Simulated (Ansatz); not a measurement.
# SnH₃ (quartet): the correlation ladder, def2-TZVPD

One table from this session's results is given with a row withheld; the runs are named, their logs left out.

Method: def2-TZVPD, core rule «outside noble gas», up to 9 orbitals frozen; program: Ansatz 0.2.0, Gaussian basis.

To be run: UHF; CCSD(T) on ROHF; CCSD(T) on UHF; BCCD(T) on ROHF; CCSDT(Q) on ROHF; CCSDT(Q) on UHF; CASSCF and MRCISD+Q, 7 electrons in 7 orbitals; CASSCF and MRCISD+Q(relaxed), 7 electrons in 7 orbitals; CASSCF and NEVPT2, 7 electrons in 7 orbitals.

6 further runs of the same task are left out: 6 set aside as unsound or not needed.

## The geometry

The geometry is a PBE0/def2-TZVPD stationary point (not a proven minimum) of the parent state, kept for this charge and spin. No spin-orbit coupling is included. Elements past krypton take def2 core potentials.

4 atoms, charge 0, spin multiplicity 4.

Atoms are counted from 1 here; the program's logs count them from 0.

Bond lengths: Sn1–H2 1.907 Å, Sn1–H3 1.771 Å, Sn1–H4 1.907 Å. Angles: H2–Sn1–H3 94.2°, H2–Sn1–H4 171.5°, H3–Sn1–H4 94.2°.

The first run:

in.yaml

```yaml
crystal:
  periodic: [false, false, false]
  atoms:
    - {symbol: Sn, position_ang: [0.000000, -0.012328, 0.000000]}
    - {symbol: H, position_ang: [0.000000, -0.153539, -1.901410]}
    - {symbol: H, position_ang: [0.000000, 1.758989, 0.000000]}
    - {symbol: H, position_ang: [0.000000, -0.153539, 1.901410]}
basis:
  gaussian: {orbitals: def2-TZVPD}
magnetization: {spin_polarized: true, initial_magnetization: 3}
hamiltonian: {xc: hf}
output: {orbitals: {seedname: orbitals}}
```

Run with:

```
$ ansatz run in.yaml --threads 1 --pin off --events-out ev --progress --plain --max-ram 4096MiB --backend cpu
```

Steps of the session up to this table: UHF; CCSD(T) on ROHF; CCSD(T) on UHF; BCCD(T) on ROHF; CCSDT(Q) on ROHF; CCSDT(Q) on UHF; CASSCF and MRCISD+Q, 7 electrons in 7 orbitals; CASSCF and MRCISD+Q(relaxed), 7 electrons in 7 orbitals; CASSCF and NEVPT2, 7 electrons in 7 orbitals.

One table of the session follows, with a row left open; its other results are not shown here.

| method | from RCCSDT(Q) (kcal/mol) |
| --- | --- |
| UHF | +73.59 |
| RMP2 | +21.57 |
| UMP2 | +21.50 |
| RCCSD | +3.89 |
| UCCSD | +3.12 |
| RCCSD(T) | +0.91 |
| UCCSD(T) | +0.49 |
| BCCD(T) | +0.96 |
| RCCSDT | +0.11 |
| UCCSDT | ? |
| RCCSDT(Q) | 0 |
| UCCSDT(Q) | -0.52 |
| CASSCF valence | +51.55 |
| NEVPT2 valence | +14.01 |
| MRCISD valence | +3.23 |
| MRCISD+Q valence | +0.43 |
| MRCISD+Q(relaxed) valence | -0.30 |

**Question.** Estimate the row for UCCSDT.

The run gave: from RCCSDT(Q) (kcal/mol): -0.40. In the column «from RCCSDT(Q) (kcal/mol)» it lies between UCCSDT(Q) (-0.52) and MRCISD+Q(relaxed) valence (-0.30).

To keep in mind: Left out of the table: ROHF (another determinant or state than the rows shown). Warnings: coupled cluster took another determinant than the lowest; large T1 diagnostic. Restricted and unrestricted rows rest on different reference determinants; where their highest levels disagree by more than a few hundredths of an eV, they describe different states and don't form one ladder.
